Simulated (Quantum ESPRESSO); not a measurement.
NbSi in Quantum ESPRESSO: the effect of target pressure

Crystal: NbSi.

```
Nb Si
1.0
     3.15644    0.00000    0.00000
     0.00000    3.15644    0.00000
     0.00000    0.00000    3.15644
Nb Si
1 1
Direct
  0.00000 0.00000 0.00000
  0.50000 0.50000 0.50000
```

The cell was built by a generator and needn't be a form met in nature.

Alike in all runs:

* Program: Quantum ESPRESSO 7.5
* Task: phonons
* Functional: PBEsol
* Potentials or basis: GBRV 1.5 PBEsol
* Cutoff: 612 eV
* Density cutoff: 4898 eV
* k mesh: 8 × 8 × 8
* Occupations: cold, width 0.2 eV
* Spin: no spin polarisation

Each run relaxes the cell or the atoms first.

Task: One run gave: relaxed volume 15.26 Å³/atom; highest phonon frequency 276 cm⁻¹. Which target pressure did it use?
A. 0 GPa
B. 20 GPa
C. 5 GPa
D. 10 GPa
E. 40 GPa

Result: A.

| target pressure | relaxed volume (Å³/atom) | highest phonon frequency (cm⁻¹) |
| --- | --- | --- |
| 0 GPa | 15.26 | 276 |
| 5 GPa | 14.87 | 293 |
| 10 GPa | 14.52 | 308 |
| 20 GPa | 13.94 | 335 |
| 40 GPa | 13.03 | 379 |

Caveats: the mesh is thin for the phonons of a metal; the cell is more than 3 GPa from zero pressure, which shifts response properties (some runs); the volume moved by over 15 % at a fixed basis, so the end points are rough (some runs).
